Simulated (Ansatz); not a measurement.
**CuI: geometry and frequencies at several levels**

One table from this session's results is given with a row withheld; the runs are named, their logs left out.

Method: the levels named in each step, in Ansatz 0.2.0.

## Starting point

Bond lengths: Cu1–I2 2.405 Å.

Structure file:

```xyz
2

Cu    0.0000    0.0000    0.0000
I     0.0000    0.0000    2.4049
```

Set-up of the first run:

Input file input.yaml:

```yaml
crystal:
  periodic: [false, false, false]
  atoms:
    - { symbol: Cu, position_ang: [0.0, 0.0, 0.01780498] }
    - { symbol: I, position_ang: [0.0, 0.0, 2.38705502] }
basis:
  gaussian: { orbitals: def2-TZVPP }
hamiltonian:
  xc: pbe0
  dispersion: d4
relax:
  f_tol: 0.002
  max_steps: 150
```

Command:

```
> ansatz run input.yaml --threads 2 --pin off --max-ram 5120MiB --backend cpu --events-out ev --progress --plain --runs-dir out
```

Steps of the session up to this table: Relaxation, PBE0-D4/def2-TZVPP; Frequencies, PBE0-D4/def2-TZVPP; Relaxation, PBE-D4/def2-TZVPP; Frequencies, PBE-D4/def2-TZVPP; Relaxation, r2SCAN-D4/def2-TZVPP; Frequencies, r2SCAN-D4/def2-TZVPP; Relaxation, B3LYP-D4/def2-TZVPP; Frequencies, B3LYP-D4/def2-TZVPP; Relaxation, B2PLYP/def2-TZVPP; Frequencies, B2PLYP/def2-TZVPP.

One of the session's tables, all rows but one given; the rest of the session is left out.

It belongs to the step «Geometries side by side». 

| level | Cu1–I2 (Å) | rotational constants (MHz) | dipole (D) | highest frequency (cm⁻¹) |
| --- | --- | --- | --- | --- |
| PBE0-D4/def2-TZVPP | 2.3747 | 2130.3 | 4.60 | 254 |
| PBE-D4/def2-TZVPP | 2.3695 | 2139.7 | 3.75 | 255 |
| r2SCAN-D4/def2-TZVPP | 2.3505 | 2174.4 | 4.19 | 263 |
| B3LYP-D4/def2-TZVPP | ? | ? | ? | ? |
| B2PLYP/def2-TZVPP | 2.3779 | 2124.7 | 4.59 | 253 |

Estimate the missing values for B3LYP-D4/def2-TZVPP.

**Answer.** Cu1–I2 (Å): 2.3945; rotational constants (MHz): 2095.2; dipole (D): 4.31; highest frequency (cm⁻¹): 246. In the column «Cu1–I2 (Å)» it is the highest.
